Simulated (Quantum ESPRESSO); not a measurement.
An input for Quantum ESPRESSO 7.5 (BaH2):

run.py

```python
import numpy as np
from ase.calculators.espresso import Espresso, EspressoProfile
from ase.io import read

atoms = read('BaH2.cif')

input_data = {
    'control': {'calculation': 'scf', 'prefix': 'pwscf', 'outdir': './tmp', 'tprnfor': True, 'tstress': True, 'disk_io': 'low'},
    'system': {'ecutwfc': 45.0, 'ecutrho': 360.0, 'nbnd': 12, 'occupations': 'smearing', 'smearing': 'mp', 'degauss': 0.00183747, 'vdw_corr': 'grimme-d3', 'dftd3_version': 5},
    'electrons': {'conv_thr': 6e-10, 'electron_maxstep': 120, 'mixing_beta': 0.5, 'mixing_mode': 'TF', 'startingwfc': 'atomic'},
}
pseudopotentials = {'H': 'h_pbesol_v1.4.uspp.F.UPF', 'Ba': 'ba_pbesol_v1.uspp.F.UPF'}
profile = EspressoProfile(command='pw.x', pseudo_dir='pseudo')
dft = Espresso(profile=profile, input_data=input_data, pseudopotentials=pseudopotentials, kpts=(7, 7, 9), koffset=(0, 0, 0))
atoms.calc = dft

from ase.optimize import FIRE
from ase.filters import FrechetCellFilter
done = FIRE(FrechetCellFilter(atoms), trajectory='opt.traj').run(fmax=0.02, steps=30)
print('converged', done)
print('cell (A)', np.round(atoms.cell.cellpar(), 5))
print(f'energy {atoms.get_potential_energy():.8f} eV')
print('forces (eV/A)')
print(np.round(atoms.get_forces(), 6))
print('stress (eV/A^3, Voigt)')
print(np.round(atoms.get_stress(), 8))
print(f'Fermi level {dft.get_fermi_level():.4f} eV')
```

The input BaH2.cif:

```cif
data_BaH2
_cell_length_a 4.29464480
_cell_length_b 4.29464480
_cell_length_c 3.02956886
_cell_angle_alpha 90.00000000
_cell_angle_beta 90.00000000
_cell_angle_gamma 119.99999998
_space_group_name_H-M_alt 'P1'
_space_group_name_Hall 'P 1'
_space_group_IT_number 1
loop_
_space_group_symop_operation_xyz
'x,y,z'
loop_
_atom_site_label
_atom_site_type_symbol
_atom_site_symmetry_multiplicity
_atom_site_Wyckoff_symbol
_atom_site_fract_x
_atom_site_fract_y
_atom_site_fract_z
_atom_site_occupancy
Ba1 Ba 1 a 0.0000000000 0.0000000000 0.0000000000 1
H1 H 1 a 0.6666666700 0.3333333300 0.5000000000 1
H2 H 1 a 0.3333333300 0.6666666700 0.5000000000 1
```

Potentials or basis: GBRV 1.5 PBEsol.

Launch:

```sh
$ OMP_NUM_THREADS=1 python run.py
```

**Question.** How does this run end?

**Answer.** The run stopped without a result. It printed:

Output:

```text
Traceback (most recent call last):
  File "ase/optimize/optimize.py", line 322, in irun
  File "ase/filters.py", line 31, in get_gradient
  File "ase/filters.py", line 602, in get_forces
  File "ase/atoms.py", line 2050, in get_stress
  File "ase/abc.py", line 34, in get_stress
  File "ase/calculator.py", line 517, in get_property
  File "ase/genericfileio.py", line 337, in calculate
  File "ase/espresso.py", line 92, in read_results
  File "ase/io/formats.py", line 821, in read
StopIteration

The above exception was the direct cause of the following exception:

Traceback (most recent call last):
  File "<dir>", line 19, in <module>
  File "ase/optimize/optimize.py", line 506, in run
  File "ase/optimize/optimize.py", line 375, in run
RuntimeError: generator raised StopIteration
```

espresso.pwo:

```text
This program is part of the open-source Quantum ESPRESSO suite
     for quantum simulation of materials; please cite
         "P. Giannozzi et al., J. Phys.:Condens. Matter 21 395502 (2009);
         "P. Giannozzi et al., J. Phys.:Condens. Matter 29 465901 (2017);
         "P. Giannozzi et al., J. Chem. Phys. 152 154105 (2020);
     in publications or presentations arising from this work. More details at

Warning: card &CELL ignored
Warning: card &FCP ignored
Warning: card &RISM ignored

 program stopped due to: functional name unknown
```
